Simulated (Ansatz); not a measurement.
**C₄H₁₂GeO₄: small, medium and large basis sets**

An exercise on one series of results from a longer session: the logs are not shown, and one member is left open.

Computed with Ansatz 0.2.0, Gaussian basis. Level: one geometry, several basis sets.

Levels to be run: PBE0-D4/def2-SVP; ωB97M-V/def2-SVP; PBE0-D4/def2-QZVPP; ωB97M-V/def2-QZVPP; the functionals' def2-TZVPP values are taken from earlier runs.

## The geometry

An earlier PBE0-D4 in a triple-zeta def2 set relaxation fixed the geometry.

SMILES `C[O][Ge]([O]C)([O]C)[O]C`, 21 atoms, charge 0, spin multiplicity 1.

Atoms are counted from 1 here; the program's logs count them from 0.

Bond lengths: C1–O2 1.414 Å, C1–H10 1.092 Å, C1–H11 1.096 Å, C1–H12 1.096 Å, O2–Ge3 1.754 Å, Ge3–O4 1.754 Å, Ge3–O6 1.754 Å, Ge3–O8 1.754 Å, O4–C5 1.414 Å, C5–H13 1.096 Å, C5–H14 1.092 Å, C5–H15 1.096 Å, O6–C7 1.414 Å, C7–H16 1.096 Å, C7–H17 1.092 Å, C7–H18 1.096 Å, O8–C9 1.414 Å, C9–H19 1.096 Å and more. Angles: O2–C1–H10 107.5°, O2–C1–H11 112.0°, O2–C1–H12 112.0°, H10–C1–H11 108.5°, H10–C1–H12 108.5°, H11–C1–H12 108.2°, C1–O2–Ge3 118.5°, O2–Ge3–O4 112.8°, O2–Ge3–O6 103.0°, O2–Ge3–O8 112.8°, O4–Ge3–O6 112.8°, O4–Ge3–O8 103.0°, O6–Ge3–O8 112.8°, Ge3–O4–C5 118.5°, O4–C5–H13 112.0°, O4–C5–H14 107.5°, O4–C5–H15 112.0°, H13–C5–H14 108.5° and more.

Set-up of the first run:

in.yaml reads:

```yaml
crystal:
  periodic: [false, false, false]
  atoms:
    - {symbol: C, position_ang: [2.058665, 1.033753, -1.454226]}
    - {symbol: O, position_ang: [1.365680, 1.072320, -0.222244]}
    - {symbol: Ge, position_ang: [-0.005315, 0.000757, 0.001604]}
    - {symbol: O, position_ang: [-1.259966, 0.241853, -1.200790]}
    - {symbol: C, position_ang: [-1.844185, 1.524127, -1.318960]}
    - {symbol: O, position_ang: [-0.542350, 0.379592, 1.628303]}
    - {symbol: C, position_ang: [-1.657287, -0.316200, 2.150111]}
    - {symbol: O, position_ang: [0.414928, -1.690806, -0.198497]}
    - {symbol: C, position_ang: [1.418915, -2.239746, 0.632264]}
    - {symbol: H, position_ang: [2.866271, 1.766047, -1.400063]}
    - {symbol: H, position_ang: [2.495906, 0.047917, -1.648723]}
    - {symbol: H, position_ang: [1.410204, 1.293376, -2.298611]}
    - {symbol: H, position_ang: [-1.108064, 2.286411, -1.598096]}
    - {symbol: H, position_ang: [-2.600673, 1.469519, -2.103916]}
    - {symbol: H, position_ang: [-2.330175, 1.841560, -0.389466]}
    - {symbol: H, position_ang: [-2.562228, -0.146402, 1.555852]}
    - {symbol: H, position_ang: [-1.832519, 0.055177, 3.161437]}
    - {symbol: H, position_ang: [-1.479679, -1.396299, 2.202420]}
    - {symbol: H, position_ang: [1.147679, -2.188510, 1.692778]}
    - {symbol: H, position_ang: [1.537108, -3.288956, 0.355495]}
    - {symbol: H, position_ang: [2.382585, -1.734888, 0.500528]}
basis:
  gaussian: {orbitals: def2-SVP}
hamiltonian: {xc: pbe0, dispersion: d4}
output: {orbitals: {seedname: orbitals}}
```

Command:

```sh
ansatz run in.yaml --threads 4 --pin off --events-out ev --progress --plain --max-ram 46080MiB --backend cpu
```

Among the steps run: PBE0-D4 in def2-SVP; ωB97M-V in def2-SVP; PBE0-D4 in def2-QZVPP; ωB97M-V in def2-QZVPP.

One of the session's tables, all rows but one given; the rest of the session is left out.

It belongs to the step «Functionals by basis». 

| functional | basis | HOMO (eV) | LUMO (eV) |
| --- | --- | --- | --- |
| PBE0-D4 | def2-SVP | -7.96 | 0.57 |
| PBE0-D4 | def2-TZVPP | -8.09 | 0.27 |
| PBE0-D4 | def2-QZVPP | -8.13 | 0.09 |
| ωB97M-V | def2-SVP | -10.38 | 2.53 |
| ωB97M-V | def2-TZVPP | ? | ? |
| ωB97M-V | def2-QZVPP | -10.58 | 1.62 |

**Question.** Estimate the row for ωB97M-V, def2-TZVPP.

**Answer.** HOMO (eV): -10.54; LUMO (eV): 2.11. In the column «HOMO (eV)» it lies between ωB97M-V, def2-QZVPP (-10.58) and ωB97M-V, def2-SVP (-10.38).
